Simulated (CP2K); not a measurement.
# Two attempts at CH4OSSi (SMILES O=CS[SiH3])

Aim: the energy of CH4OSSi at GFN2-xTB.

The calculation is run with CP2K 2026.2.

2 further runs of the same task are left out: 1 that didn't finish, 1 set aside as unsound or not needed.

### Step 1. The molecule

CH4OSSi has 8 atoms, charge 0, and is taken as a singlet. SMILES: `O=CS[SiH3]`. Geometry: relaxed at GFN2-xTB. This is one conformer, not always the lowest.

Bond lengths: O1–C2 1.211 Å, C2–S3 1.709 Å, S3–Si4 2.214 Å, C2–H5 1.094 Å, Si4–H6 1.450 Å, Si4–H7 1.450 Å, Si4–H8 1.462 Å. Angles: O1–C2–S3 120.9°, C2–S3–Si4 88.0°, O1–C2–H5 123.6°, S3–C2–H5 115.5°, S3–Si4–H6 105.8°, S3–Si4–H7 105.8°, S3–Si4–H8 99.3°, H6–Si4–H7 120.3°, H6–Si4–H8 111.5°, H7–Si4–H8 111.5°.

### Step 2. The input as first written

Input file job.inp:

```
&GLOBAL
    PROJECT_NAME job
    RUN_TYPE ENERGY
    PRINT_LEVEL MEDIUM
&END GLOBAL
&FORCE_EVAL
    METHOD QUICKSTEP
    &DFT
        CHARGE 0
        MULTIPLICITY 1
        &QUICKSTEP
            METHOD XTB
            EPS_DEFAULT 1.0E-10
            &XTB
                GFN_TYPE TBLITE
                &TBLITE
                    METHOD GFN2
                &END TBLITE
                CHECK_ATOMIC_CHARGES F
            &END XTB
        &END QS
        ! isolated system
        &POISSON
            PERIODIC NONE
            POISSON_SOLVER ANALYTIC
        &END POISSON
        &SCF
            SCF_GUESS ATOMIC
            EPS_SCF 1.0E-06
            MAX_SCF 150
            ADDED_MOS 4
            &DIAGONALIZATION
                ALGORITHM STANDARD
            &END DIAGONALIZATION
            &MIXING
                METHOD DIRECT_P_MIXING
                ALPHA 0.4
            &END MIXING
            &SMEAR ON
                METHOD FERMI_DIRAC
                ELECTRONIC_TEMPERATURE [K] 300
            &END SMEAR
        &END SCF
        &PRINT
            &MOMENTS
                PERIODIC F
                REFERENCE COM
                MAX_MOMENT 1
            &END MOMENTS
            &MO ON
                ENERGIES T
                OCCUPATION_NUMBERS T
                NDIGITS 6
                &EACH
                    QS_SCF 0
                &END EACH
                ADD_LAST NUMERIC
            &END MO
            &HIRSHFELD OFF
            &END HIRSHFELD
        &END PRINT
    &END DFT
    &SUBSYS
        &CELL
            ABC [angstrom] 12.8 10.6 10.1
            PERIODIC NONE
        &END CELL
        &COORD
            O      1.072400    -0.818430     0.768650
            C      1.516620     0.171430     0.231260
            S      0.503220     1.212970    -0.667360
            Si    -1.183420    -0.136210    -0.178900
            H      2.568960     0.465330     0.278820
            H     -1.344170    -0.063030     1.260610
            H     -0.875780    -1.401240    -0.818040
            H     -2.257830     0.569190    -0.875030
        &END COORD
        &TOPOLOGY
            &CENTER_COORDINATES
            &END CENTER_COORDINATES
        &END TOPOLOGY
    &END SUBSYS
&END FORCE_EVAL
```

Run with:

```sh
$ OMP_NUM_THREADS=1 cp2k.psmp job.inp > job.out
```

Log:

```text
Possible matches for unknown subsection

 QUICKSTEP

   keyword UKS in section %__ROOT__%FORCE_EVAL%DFT score:  104
   keyword MULTIP in section %__ROOT__%FORCE_EVAL%DFT score:  104
   keyword ROKS in section %__ROOT__%FORCE_EVAL%DFT score:  103
   enum MULLIKEN in section %__ROOT__%FORCE_EVAL%DFT for keyword PLUS_U_METHOD score:  103
   keyword SUBCELLS in section %__ROOT__%FORCE_EVAL%DFT score:  103

 *******************************************************************************
 *   ___                                                                       *
 *  /   \                                                                      *
 * [ABORT]                                                                     *
 *  \___/               unknown subsection QUICKSTEP of section DFT            *
 *    |                                                                        *
 *  O/|                                                                        *
 * /| |                                                                        *
 * / \                                               input/input_parsing.F:192 *
 *******************************************************************************

 ===== Routine Calling Stack =====

            4 section_vals_parse
            3 section_vals_parse
            2 section_vals_parse
            1 read_input

Program received signal SIGABRT: Process abort signal.

Backtrace for this error:
#0  0x47781c5df957 in ???
#1  0x47783ce94cac in __pthread_kill_implementation
#2  0x47783ce3bfb7 in raise
#3  0x47783ce25d37 in abort
#4  0x47781ccb2d83 in ???
#5  0x47781ccb4297 in ???
#6  0x47781ce23e77 in ???
#7  0x47781ce238f7 in ???
#8  0x47781ce238f7 in ???
#9  0x47781c6f9807 in ???
#10  0x47781cf64e8b in ???
#11  0x47781cf69d0b in ???
#12  0x47781c680db3 in ???
#13  0x47781c67ef13 in ???
#14  0x47783ce26573 in __libc_start_call_main
#15  0x47783ce26657 in __libc_start_main_impl
#16  0x47781c67f06f in ???
#17  0xffffffffffffffff in ???
```

It took 0.33 s on 1 thread of Arm Neoverse V1, shared host.

### Step 3. What went wrong

The input was rejected.

The log says `\___/               unknown subsection QUICKSTEP of section DFT`. The fault: unknown section.

### Step 4. The mended input

Input file qs.inp:

```
&FORCE_EVAL
    METHOD Quickstep
    &DFT
        ! Quickstep
        &QS
            METHOD XTB
            EPS_DEFAULT 1.0E-10
            &XTB
                GFN_TYPE TBLITE
                &TBLITE
                    METHOD GFN2
                &END TBLITE
                CHECK_ATOMIC_CHARGES F
            &END XTB
        &END QS
        &POISSON
            PERIODIC NONE
            POISSON_SOLVER ANALYTIC
        &END POISSON
        &SCF
            SCF_GUESS ATOMIC
            EPS_SCF 1.0E-06
            MAX_SCF 56
            ADDED_MOS 4
            MAX_DIIS 12
            &DIAGONALIZATION
                ALGORITHM STANDARD
            &END DIAGONALIZATION
            &MIXING
                METHOD DIRECT_P_MIXING
                ALPHA 1
            &END MIXING
            &SMEAR ON
                METHOD FERMI_DIRAC
                ELECTRONIC_TEMPERATURE [K] 300
            &END SMEAR
        &END SCF
        ! extra output
        &PRINT
            &MOMENTS
                PERIODIC F
                REFERENCE COM
                MAX_MOMENT 1
            &END MOMENTS
            &MO ON
                ENERGIES T
                OCCUPATION_NUMBERS T
                NDIGITS 6
                &EACH
                    QS_SCF 0
                &END EACH
                ADD_LAST NUMERIC
            &END MO
            &HIRSHFELD OFF
            &END HIRSHFELD
        &END PRINT
    &END DFT
    ! structure
    &SUBSYS
        &CELL
            ABC 12.8 10.6 10.1
            PERIODIC NONE
        &END CELL
        &COORD
            O      1.072400    -0.818430     0.768650
            C      1.516620     0.171430     0.231260
            S      0.503220     1.212970    -0.667360
            Si    -1.183420    -0.136210    -0.178900
            H      2.568960     0.465330     0.278820
            H     -1.344170    -0.063030     1.260610
            H     -0.875780    -1.401240    -0.818040
            H     -2.257830     0.569190    -0.875030
        &END COORD
        &TOPOLOGY
            &CENTER_COORDINATES
            &END CENTER_COORDINATES
        &END TOPOLOGY
    &END SUBSYS
&END FORCE_EVAL
&GLOBAL
    PROJECT qs
    RUN_TYPE ENERGY
    PRINT_LEVEL HIGH
&END GLOBAL
```

Run with:

```sh
$ OMP_NUM_THREADS=1 cp2k.psmp -i qs.inp -o qs.out
```

Log:

```text
CP2K| version string:                                       CP2K version 2026.2
[...]
 GLOBAL| Method name                                                        CP2K
[...]
 GLOBAL| Run type                                                         ENERGY
[...]
                             - Atoms:                                          8
[...]
                             - Spherical basis functions:                     30
[...]
 Number of electrons:                                                         24
[...]
  *** SCF run converged in    17 steps ***
[...]
  Fermi energy:                                                -0.31031461829032
[...]
 TB_DIPOLE| Moment [Debye]         -2.25877500      -0.33149832      -0.29601762
 TB_DIPOLE| Derivative [a.u.]       0.00000000       0.00000000       0.00000000
[...]
 ENERGY| Total FORCE_EVAL ( QS ) energy [hartree]            -13.238102206444117
 *** WARNING in force_env_methods.F:472 :: To print the stress tensor ***
 *** switch on the virial evaluation with the keyword: STRESS_TENSOR  ***
[...]
```

Wall time 0.36 s (1 thread of Arm Neoverse V1, shared host).

### Step 5. Outcome

At GFN2-xTB:

| quantity | value |
| --- | --- |
| total energy | -13.23810 Eh |
| dipole moment (from atomic charges alone) | 2.30 D |
| HOMO energy | -11.17 eV |
| LUMO energy | -7.55 eV |
| HOMO–LUMO gap | 3.62 eV |

**Reading.** The dipole comes from point charges on the atoms alone, without atomic dipoles, so it is partial.
